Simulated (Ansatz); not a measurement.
# ClH5OSSn: the cost of one run

All numbers below are computed with Ansatz 0.2.0 (RKS B3LYP/def2-SVP).

### 1 Starting point

Bond lengths: Sn1–O2 2.310 Å, O2–H3 1.010 Å, Sn1–H4 1.740 Å, Sn1–H5 1.739 Å, Sn1–Cl6 2.408 Å, Sn1–S7 2.740 Å, S7–H8 1.400 Å. Angles: Sn1–O2–H3 109.5°, O2–Sn1–H4 109.4°, O2–Sn1–H5 109.5°, O2–Sn1–Cl6 109.5°, O2–Sn1–S7 71.6°, H4–Sn1–H5 109.5°, H4–Sn1–Cl6 109.5°, H4–Sn1–S7 75.8°, H5–Sn1–Cl6 109.5°, H5–Sn1–S7 173.4°, Cl6–Sn1–S7 64.4°, Sn1–S7–H8 109.5°.

Structure file:

```xyz
9

Sn    0.0000    0.0000    0.0000
O     0.0000    0.0000    2.3100
H    -0.9095   -0.2814    2.6471
H     1.6408    0.0000   -0.5794
H    -0.8195    1.4198   -0.5794
Cl   -1.1351   -1.9666   -0.8025
S     1.0196   -2.3920    0.8640
H     0.1396   -3.4259    0.5221
H     0.5223   -1.2255    2.0831
```

### 2 A restrained relaxation towards end A

Springs on the bonds that form and break draw the guess towards this end; the thresholds are loose.

File input.yaml:

```yaml
crystal:
  periodic: [false, false, false]
  atoms:
    - { symbol: Sn, position_ang: [0.0, 0.0, 0.0] }
    - { symbol: O, position_ang: [0.0, 0.0, 2.31] }
    - { symbol: H, position_ang: [-0.9095, -0.2814, 2.6471] }
    - { symbol: H, position_ang: [1.6408, 0.0, -0.5794] }
    - { symbol: H, position_ang: [-0.8195, 1.4198, -0.5794] }
    - { symbol: Cl, position_ang: [-1.1351, -1.9666, -0.8025] }
    - { symbol: S, position_ang: [1.0196, -2.392, 0.864] }
    - { symbol: H, position_ang: [0.1396, -3.4259, 0.5221] }
    - { symbol: H, position_ang: [0.5223, -1.2255, 2.0831] }
basis:
  gaussian: { orbitals: def2-SVP }
hamiltonian:
  xc: b3lyp
relax:
  f_tol: 0.15
  max_steps: 25
  restrain:
    - { distance: [0, 6], at: 3.64, k: 30.0 }
    - { distance: [8, 1], at: 2.21, k: 30.0 }
    - { distance: [0, 1], at: 1.96, k: 30.0 }
    - { distance: [8, 6], at: 1.4, k: 30.0 }
```

On the command line:

```console
$ ansatz run input.yaml --threads 2 --pin off --max-ram 3072MiB --backend cpu --events-out ev --progress --plain --runs-dir out
```

Q: Estimate wall time and peak memory on 2 threads of Arm Neoverse V1, shared host.

About 32 s, with a peak of 0.25 GiB.
